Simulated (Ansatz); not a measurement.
# H₅O₂PSi: up Jacob's ladder to CCSD(T)

One table from this session's results is given with a row withheld; the runs are named, their logs left out.

The runs use Ansatz 0.2.0, Gaussian basis; functionals in def2-TZVPP, the program's frozen cores in correlated methods.

The runs, in order: LDA (SPW92), PBE-D4, revPBE-D4, BLYP-D4, r2SCAN-D4, B97M-V, PBE0-D4, B3LYP-D4, r2SCANh-D4, r2SCAN0-D4, HSE06-D4, BHLYP-D4, CAM-B3LYP-D4, LC-ωPBE, ωB97X-V, ωB97M-V, B2PLYP, PBE-QIDH; CCSD(T)/def2-SVP; CCSD(T)/def2-TZVPP; MP2/def2-QZVPP; extrapolation to the limit; RPA on PBE.

## The geometry

All runs share one geometry, relaxed beforehand with PBE0-D4 in a triple-zeta def2 set.

SMILES `O[SiH2]OP`, 9 atoms, charge 0, spin multiplicity 1.

Atoms are counted from 1 here; the program's logs count them from 0.

Bond lengths: O1–Si2 1.637 Å, O1–H5 0.958 Å, Si2–O3 1.647 Å, Si2–H6 1.486 Å, Si2–H7 1.473 Å, O3–P4 1.646 Å, P4–H8 1.424 Å, P4–H9 1.424 Å. Angles: Si2–O1–H5 118.2°, O1–Si2–O3 112.6°, O1–Si2–H6 109.8°, O1–Si2–H7 106.9°, O3–Si2–H6 108.4°, O3–Si2–H7 105.8°, H6–Si2–H7 113.3°, Si2–O3–P4 125.8°, O3–P4–H8 98.7°, O3–P4–H9 98.7°, H8–P4–H9 92.2°.

Set-up of the first run:

File in.yaml:

```yaml
crystal:
  periodic: [false, false, false]
  atoms:
    - {symbol: O, position_ang: [-0.307899, 1.144280, -1.642907]}
    - {symbol: Si, position_ang: [0.817663, 0.561951, -0.606418]}
    - {symbol: O, position_ang: [0.302435, -0.778051, 0.201775]}
    - {symbol: P, position_ang: [-0.942202, -0.834855, 1.277569]}
    - {symbol: H, position_ang: [-0.998706, 1.706859, -1.290590]}
    - {symbol: H, position_ang: [1.170561, 1.605264, 0.391284]}
    - {symbol: H, position_ang: [1.964493, 0.123467, -1.421101]}
    - {symbol: H, position_ang: [-0.305873, -1.590906, 2.302551]}
    - {symbol: H, position_ang: [-1.611970, -1.984309, 0.770637]}
basis:
  gaussian: {orbitals: def2-TZVPP}
hamiltonian: {xc: lda}
output: {orbitals: {seedname: orbitals}}
```

Among the steps run: LDA; PBE-D4 (GGA); revPBE-D4 (GGA); BLYP-D4 (GGA); r2SCAN-D4 (meta-GGA); B97M-V (meta-GGA); PBE0-D4 (hybrid); B3LYP-D4 (hybrid); r2SCANh-D4 (hybrid); r2SCAN0-D4 (hybrid); HSE06-D4 (hybrid); BHLYP-D4 (hybrid); CAM-B3LYP-D4 (range-separated); LC-ωPBE (range-separated); ωB97X-V (range-separated); ωB97M-V (range-separated); B2PLYP (double hybrid); PBE-QIDH (double hybrid).

One of the session's tables, all rows but one given; the rest of the session is left out.

It belongs to the step «Orbital energies across the functionals». 

```
  functional  HOMO (eV)  gap (eV)
 LDA (SPW92)      -6.16      4.63
      PBE-D4      -6.06      4.78
   revPBE-D4      -6.02      4.85
     BLYP-D4      -5.96      4.82
   r2SCAN-D4      -6.32      5.34
      B97M-V      -6.45      5.39
     PBE0-D4      -7.30      6.96
    B3LYP-D4      -7.11      6.54
  r2SCANh-D4      -6.78      6.13
  r2SCAN0-D4          ?         ?
    HSE06-D4      -6.90      6.18
    BHLYP-D4      -8.45      9.07
CAM-B3LYP-D4      -8.67      9.39
     LC-ωPBE     -10.01     11.95
     ωB97X-V      -9.67     11.45
     ωB97M-V      -9.54     11.06
```

Q: Estimate the row for r2SCAN0-D4 from the others.

Worked estimate for «HOMO (eV)». Against the share of exact exchange, r2SCAN-D4 (0, -6.32), r2SCANh-D4 (0.1, -6.78) give a slope of -4.60 per unit share; at 0.25 the line stands at -7.47.

The run gave: HOMO (eV): -7.47; gap (eV): 7.31. In «HOMO (eV)» the line misses by 0.00.
